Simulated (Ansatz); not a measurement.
# CH8N2SSi: two geometries relaxed, part 2 of 2

Aim: relax the geometries before and after the rotation by 120° about the Si2–N3 bond, and see whether they are two minima and how far apart in energy. SMILES of the start: C[Si](N)(N)S.

Ansatz 0.2.0; RKS PBE0-D4/def2-SVP.

### 3 End point B

The second end starts from a geometry with the move made by hand.

The input, input.yaml:

```yaml
crystal:
  periodic: [false, false, false]
  atoms:
    - { symbol: C, position_ang: [-1.5003, 0.0668, 0.4765] }
    - { symbol: Si, position_ang: [0.1619, 0.033, -0.1285] }
    - { symbol: "N", position_ang: [1.2947, -0.2233, 1.037] }
    - { symbol: "N", position_ang: [0.6178, -1.288, -1.0697] }
    - { symbol: S, position_ang: [0.7525, 1.7418, -1.2154] }
    - { symbol: H, position_ang: [-1.7129, 0.9797, 1.1312] }
    - { symbol: H, position_ang: [-1.8015, -0.7864, 1.0259] }
    - { symbol: H, position_ang: [-2.2233, 0.227, -0.3672] }
    - { symbol: H, position_ang: [1.61617, 0.67594, 1.37899] }
    - { symbol: H, position_ang: [0.87017, -0.6271, 1.89713] }
    - { symbol: H, position_ang: [0.0369, -1.2516, -1.9303] }
    - { symbol: H, position_ang: [0.2419, -2.1337, -0.5817] }
    - { symbol: H, position_ang: [0.3192, 2.6788, -0.3018] }
basis:
  gaussian: { orbitals: def2-SVP }
hamiltonian:
  xc: pbe0
  dispersion: d4
relax:
  f_tol: 0.015
  max_steps: 40
```

Command:

```
> ansatz run input.yaml --threads 2 --pin off --max-ram 3072MiB --backend cpu --events-out ev --progress --plain --runs-dir out
```

What it wrote:

```text
Warning: RAYON_NUM_THREADS=2 ignored (pool sized by the plan → 2); use --threads N
The last accepted step is kept in <dir> (removed where the run ends without a failure and the disk answers)
Engine: ansatz 0.2.0, aarch64-unknown-linux-gnu
Functional definition: PBE0
  parameter a = 0.25
  parameter kappa = 0.804
  parameter beta = 0.06672455060314922
  exchange = (1 - a)*pbe_x(kappa = kappa, mu = beta*pi^2/3) + a*exact_x
  correlation = pbe_c(beta = beta)
1266 factors; integrals over basis functions are off by at most 2.9e-4 eV
mean field evaluation 1: about -22828.8042 eV, gradient 7.7e1 eV
mean field evaluation 2: about -22818.4632 eV, gradient 9.9e1 eV
mean field evaluation 4: about -22841.2408 eV, gradient 4.0e0 eV
mean field evaluation 8: about -22841.2893 eV, gradient 5.3e-2 eV
mean field -22841.28926324 eV, -839.4018980421 hartree, gradient 5.7e-5 eV, S^2 0.000000; 0 other end points of the search recorded, 0 dependent functions left out
the calculation of the forces begins
reference -22841.28929084 eV, -839.4018990565 hartree; 29, 29 occupied and 89, 89 virtual orbitals, 1266 factors
relax step   1: F+E_penalty+E_count = -22841.57250464 eV  Δ(F+E_penalty+E_count) = +0.000e0 eV  max|allowed force component| = 4.576e0 eV/Å  Δτ_max = 0.0000 Å  (25 SCF iters, accepted)
these checks for a lower state are left out or cut short: starts, cluster_reference, orbital_swaps, neighbouring_geometries, increment
1266 factors; integrals over basis functions are off by at most 3.1e-4 eV
mean field evaluation 16: about -22841.7876 eV, gradient 1.3e1 eV
mean field -22842.15626353 eV, -839.4337597151 hartree, gradient 2.1e-5 eV, S^2 0.000000; 0 other end points of the search recorded, 0 dependent functions left out
the calculation of the forces begins
reference -22842.15629165 eV, -839.4337607486 hartree; 29, 29 occupied and 89, 89 virtual orbitals, 1266 factors
relax step   2: F+E_penalty+E_count = -22842.43540430 eV  Δ(F+E_penalty+E_count) = -8.629e-1 eV  max|allowed force component| = 1.709e0 eV/Å  Δτ_max = 0.1950 Å  (27 SCF iters, accepted)
these checks for a lower state are left out or cut short: starts, cluster_reference, orbital_swaps, neighbouring_geometries, increment
1266 factors; integrals over basis functions are off by at most 3.3e-4 eV
mean field -22842.34292185 eV, -839.4406192819 hartree, gradient 6.9e-6 eV, S^2 0.000000; 0 other end points of the search recorded, 0 dependent functions left out
the calculation of the forces begins
reference -22842.34295028 eV, -839.4406203266 hartree; 29, 29 occupied and 89, 89 virtual orbitals, 1266 factors
relax step   3: F+E_penalty+E_count = -22842.61876718 eV  Δ(F+E_penalty+E_count) = -1.834e-1 eV  max|allowed force component| = 6.908e-1 eV/Å  Δτ_max = 0.1520 Å  (28 SCF iters, accepted)
these checks for a lower state are left out or cut short: starts, cluster_reference, orbital_swaps, neighbouring_geometries, increment
1266 factors; integrals over basis functions are off by at most 3.3e-4 eV
mean field evaluation 32: about -22842.4274 eV, gradient 3.5e-1 eV
mean field -22842.42855306 eV, -839.4437661709 hartree, gradient 1.3e-5 eV, S^2 0.000000; 0 other end points of the search recorded, 0 dependent functions left out
the calculation of the forces begins
reference -22842.42858124 eV, -839.4437672065 hartree; 29, 29 occupied and 89, 89 virtual orbitals, 1266 factors
relax step   4: F+E_penalty+E_count = -22842.70519150 eV  Δ(F+E_penalty+E_count) = -8.642e-2 eV  max|allowed force component| = 3.022e-1 eV/Å  Δτ_max = 0.2000 Å  (28 SCF iters, accepted)
these checks for a lower state are left out or cut short: starts, cluster_reference, orbital_swaps, neighbouring_geometries, increment
1266 factors; integrals over basis functions are off by at most 3.3e-4 eV
mean field -22842.47932422 eV, -839.4456319766 hartree, gradient 2.2e-5 eV, S^2 0.000000; 0 other end points of the search recorded, 0 dependent functions left out
the calculation of the forces begins
reference -22842.47935251 eV, -839.4456330160 hartree; 29, 29 occupied and 89, 89 virtual orbitals, 1266 factors
relax step   5: F+E_penalty+E_count = -22842.75585182 eV  Δ(F+E_penalty+E_count) = -5.066e-2 eV  max|allowed force component| = 2.100e-1 eV/Å  Δτ_max = 0.1999 Å  (27 SCF iters, accepted)
these checks for a lower state are left out or cut short: starts, cluster_reference, orbital_swaps, neighbouring_geometries, increment
1266 factors; integrals over basis functions are off by at most 3.7e-4 eV
mean field -22842.50268132 eV, -839.4464903339 hartree, gradient 2.1e-5 eV, S^2 0.000000; 0 other end points of the search recorded, 0 dependent functions left out
the calculation of the forces begins
reference -22842.50270974 eV, -839.4464913784 hartree; 29, 29 occupied and 89, 89 virtual orbitals, 1266 factors
relax step   6: F+E_penalty+E_count = -22842.77867952 eV  Δ(F+E_penalty+E_count) = -2.283e-2 eV  max|allowed force component| = 4.007e-1 eV/Å  Δτ_max = 0.2000 Å  (27 SCF iters, accepted)
these checks for a lower state are left out or cut short: starts, cluster_reference, orbital_swaps, neighbouring_geometries, increment
1266 factors; integrals over basis functions are off by at most 4.3e-4 eV
mean field -22842.51880751 eV, -839.4470829606 hartree, gradient 1.1e-5 eV, S^2 0.000000; 0 other end points of the search recorded, 0 dependent functions left out
the calculation of the forces begins
reference -22842.51883596 eV, -839.4470840062 hartree; 29, 29 occupied and 89, 89 virtual orbitals, 1266 factors
relax step   7: F+E_penalty+E_count = -22842.79465676 eV  Δ(F+E_penalty+E_count) = -1.598e-2 eV  max|allowed force component| = 9.576e-1 eV/Å  Δτ_max = 0.1115 Å  (28 SCF iters, accepted)
these checks for a lower state are left out or cut short: starts, cluster_reference, orbital_swaps, neighbouring_geometries, increment
1266 factors; integrals over basis functions are off by at most 4.6e-4 eV
mean field evaluation 64: about -22842.5657 eV, gradient 8.7e-6 eV
mean field -22842.56569920 eV, -839.4488061984 hartree, gradient 8.7e-6 eV, S^2 0.000000; 0 other end points of the search recorded, 0 dependent functions left out
the calculation of the forces begins
reference -22842.56572752 eV, -839.4488072392 hartree; 29, 29 occupied and 89, 89 virtual orbitals, 1266 factors
relax step   8: F+E_penalty+E_count = -22842.84160606 eV  Δ(F+E_penalty+E_count) = -4.695e-2 eV  max|allowed force component| = 2.792e-1 eV/Å  Δτ_max = 0.2000 Å  (27 SCF iters, accepted)
these checks for a lower state are left out or cut short: starts, cluster_reference, orbital_swaps, neighbouring_geometries, increment
1266 factors; integrals over basis functions are off by at most 5.3e-4 eV
mean field -22842.58337401 eV, -839.4494557359 hartree, gradient 2.0e-5 eV, S^2 0.000000; 0 other end points of the search recorded, 0 dependent functions left out
the calculation of the forces begins
reference -22842.58340222 eV, -839.4494567724 hartree; 29, 29 occupied and 89, 89 virtual orbitals, 1266 factors
relax step   9: F+E_penalty+E_count = -22842.85938437 eV  Δ(F+E_penalty+E_count) = -1.778e-2 eV  max|allowed force component| = 1.954e-1 eV/Å  Δτ_max = 0.2000 Å  (28 SCF iters, accepted)
these checks for a lower state are left out or cut short: starts, cluster_reference, orbital_swaps, neighbouring_geometries, increment
1266 factors; integrals over basis functions are off by at most 6.2e-4 eV
mean field -22842.58280551 eV, -839.4494348439 hartree, gradient 7.5e-5 eV, S^2 0.000000; 0 other end points of the search recorded, 0 dependent functions left out
the calculation of the forces begins
reference -22842.58283373 eV, -839.4494358809 hartree; 29, 29 occupied and 89, 89 virtual orbitals, 1266 factors
relax step  10: F+E_penalty+E_count = -22842.85826841 eV  Δ(F+E_penalty+E_count) = +1.116e-3 eV  max|allowed force component| = 3.336e-1 eV/Å  Δτ_max = 0.0592 Å  (26 SCF iters, rejected (line search))
these checks for a lower state are left out or cut short: starts, cluster_reference, orbital_swaps, neighbouring_geometries, increment
1266 factors; integrals over basis functions are off by at most 5.6e-4 eV
mean field -22842.58716397 eV, -839.4495950143 hartree, gradient 7.8e-5 eV, S^2 0.000000; 0 other end points of the search recorded, 0 dependent functions left out
the calculation of the forces begins
reference -22842.58719217 eV, -839.4495960506 hartree; 29, 29 occupied and 89, 89 virtual orbitals, 1266 factors
relax step  11: F+E_penalty+E_count = -22842.86319481 eV  Δ(F+E_penalty+E_count) = -3.810e-3 eV  max|allowed force component| = 4.320e-2 eV/Å  Δτ_max = 0.0288 Å  (24 SCF iters, accepted)
these checks for a lower state are left out or cut short: starts, cluster_reference, orbital_swaps, neighbouring_geometries, increment
1266 factors; integrals over basis functions are off by at most 6.3e-4 eV
mean field -22842.59032052 eV, -839.4497110153 hartree, gradient 8.4e-5 eV, S^2 0.000000; 0 other end points of the search recorded, 0 dependent functions left out
the calculation of the forces begins
reference -22842.59034876 eV, -839.4497120530 hartree; 29, 29 occupied and 89, 89 virtual orbitals, 1266 factors
relax step  12: F+E_penalty+E_count = -22842.86633507 eV  Δ(F+E_penalty+E_count) = -3.140e-3 eV  max|allowed force component| = 3.822e-2 eV/Å  Δτ_max = 0.0712 Å  (25 SCF iters, accepted)
these checks for a lower state are left out or cut short: starts, cluster_reference, orbital_swaps, neighbouring_geometries, increment
1266 factors; integrals over basis functions are off by at most 6.8e-4 eV
mean field -22842.59089806 eV, -839.4497322394 hartree, gradient 8.5e-5 eV, S^2 0.000000; 0 other end points of the search recorded, 0 dependent functions left out
the calculation of the forces begins
reference -22842.59092630 eV, -839.4497332773 hartree; 29, 29 occupied and 89, 89 virtual orbitals, 1266 factors
relax step  13: F+E_penalty+E_count = -22842.86686577 eV  Δ(F+E_penalty+E_count) = -5.307e-4 eV  max|allowed force component| = 7.239e-2 eV/Å  Δτ_max = 0.0839 Å  (25 SCF iters, accepted)
these checks for a lower state are left out or cut short: starts, cluster_reference, orbital_swaps, neighbouring_geometries, increment
1266 factors; integrals over basis functions are off by at most 6.7e-4 eV
mean field evaluation 96: about -22842.5913 eV, gradient 8.8e-6 eV
mean field -22842.59132383 eV, -839.4497478864 hartree, gradient 8.9e-6 eV, S^2 0.000000; 0 other end points of the search recorded, 0 dependent functions left out
the calculation of the forces begins
reference -22842.59135207 eV, -839.4497489240 hartree; 29, 29 occupied and 89, 89 virtual orbitals, 1266 factors
relax step  14: F+E_penalty+E_count = -22842.86735329 eV  Δ(F+E_penalty+E_count) = -4.875e-4 eV  max|allowed force component| = 3.947e-2 eV/Å  Δτ_max = 0.0129 Å  (23 SCF iters, accepted)
these checks for a lower state are left out or cut short: starts, cluster_reference, orbital_swaps, neighbouring_geometries, increment
1266 factors; integrals over basis functions are off by at most 6.7e-4 eV
mean field -22842.59138514 eV, -839.4497501395 hartree, gradient 9.7e-6 eV, S^2 0.000000; 0 other end points of the search recorded, 0 dependent functions left out
the calculation of the forces begins
reference -22842.59141339 eV, -839.4497511776 hartree; 29, 29 occupied and 89, 89 virtual orbitals, 1266 factors
relax step  15: F+E_penalty+E_count = -22842.86743020 eV  Δ(F+E_penalty+E_count) = -7.691e-5 eV  max|allowed force component| = 5.978e-3 eV/Å  Δτ_max = 0.0117 Å  (22 SCF iters, accepted)
1266 factors; integrals over basis functions are off by at most 6.7e-4 eV
mean field -22842.59138514 eV, -839.4497501395 hartree, gradient 9.7e-6 eV, S^2 0.000000; 1 other end points of the search recorded, 0 dependent functions left out
the calculation of the forces begins
reference -22842.59141339 eV, -839.4497511776 hartree; 29, 29 occupied and 89, 89 virtual orbitals, 1266 factors
Total energy: -22842.86745845 eV, -839.4598956462 hartree
Atom 0 at    -1.603592     0.197457     0.534844 Å, force     0.000283    -0.004092    -0.001680 eV/Å
Atom 1 at     0.166936     0.011796    -0.052361 Å, force     0.001438     0.000306    -0.005386 eV/Å
Atom 2 at     1.108664    -0.317559     1.355307 Å, force    -0.002970    -0.000519     0.001495 eV/Å
Atom 3 at     0.554186    -1.241596    -1.162345 Å, force    -0.000455    -0.001996     0.001090 eV/Å
Atom 4 at     0.647024     1.779087    -1.220943 Å, force     0.005978     0.000232    -0.002288 eV/Å
Atom 5 at    -1.718001     1.051791     1.221718 Å, force    -0.001407     0.002342     0.003717 eV/Å
Atom 6 at    -1.927074    -0.710562     1.068061 Å, force    -0.001299     0.000293     0.001577 eV/Å
Atom 7 at    -2.280807     0.358544    -0.317295 Å, force     0.000257    -0.000784     0.000473 eV/Å
Atom 8 at     2.116855    -0.382274     1.261604 Å, force     0.002224     0.000169    -0.001626 eV/Å
Atom 9 at     0.861087     0.131518     2.229815 Å, force    -0.000252     0.000122     0.001279 eV/Å
Atom 10 at     0.329825    -1.169930    -2.146338 Å, force     0.000593     0.000866    -0.000599 eV/Å
Atom 11 at     0.639503    -2.199975    -0.846558 Å, force    -0.001122     0.002139     0.000910 eV/Å
Atom 12 at    -0.221365     2.584643    -0.573389 Å, force    -0.003268     0.000922     0.001039 eV/Å
Dipole moment:    -0.159077    -0.221373     0.289159 e Å
```

It took 63 s on 2 threads of Arm Neoverse V1, shared host; peak memory 0.29 GiB.

Step by step:

| step | energy from step 1 (eV) | largest force component (eV/Å) |
| --- | --- | --- |
| 1 | 0.0000 | 4.5756 |
| 2 | -0.8629 | 1.7089 |
| 3 | -1.0463 | 0.6908 |
| 4 | -1.1327 | 0.3022 |
| 5 | -1.1833 | 0.2100 |
| 6 | -1.2062 | 0.4007 |
| 7 | -1.2222 | 0.9576 |
| 8 | -1.2691 | 0.2792 |
| 9 | -1.2869 | 0.1954 |
| 10x | -1.2858 | 0.3336 |
| 11 | -1.2907 | 0.0432 |
| 12 | -1.2938 | 0.0382 |
| 13 | -1.2944 | 0.0724 |
| 14 | -1.2948 | 0.0395 |
| 15 | -1.2949 | 0.0060 |

Step 1 is the start. 1 step was tried and not accepted (marked x).

After: Bond lengths: C1–Si2 1.875 Å, Si2–N3 1.725 Å, Si2–N4 1.718 Å, Si2–S5 2.172 Å, C1–H6 1.102 Å, C1–H7 1.102 Å, C1–H8 1.100 Å, N3–H9 1.015 Å, N3–H10 1.014 Å, N4–H11 1.012 Å, N4–H12 1.013 Å, S5–H13 1.350 Å. Angles (14 of 19 angles, heavy atoms first): C1–Si2–N3 106.2°, C1–Si2–N4 119.2°, C1–Si2–S5 107.3°, N3–Si2–N4 105.4°, N3–Si2–S5 118.3°, N4–Si2–S5 101.3°, Si2–C1–H6 111.7°, Si2–C1–H7 110.3°, Si2–C1–H8 110.7°, Si2–N3–H9 118.6°, Si2–N3–H10 119.1°, Si2–N4–H11 121.8°, Si2–N4–H12 120.5°, Si2–S5–H13 94.9°.

### 4 Summary of results

This closing draws on all 2 parts.

| quantity | value |
| --- | --- |
| end A | 7 moves, 1.112 eV lower |
| end B | 13 moves, 1.295 eV lower |
| largest difference between the ends | 0.01 Å |
| end B relative to end A | -0.000 eV |

Both starts fell into the same minimum (no atom differs by more than 0.01 Å), so from this start no second minimum was found and no band was run; another arrangement could still be one.
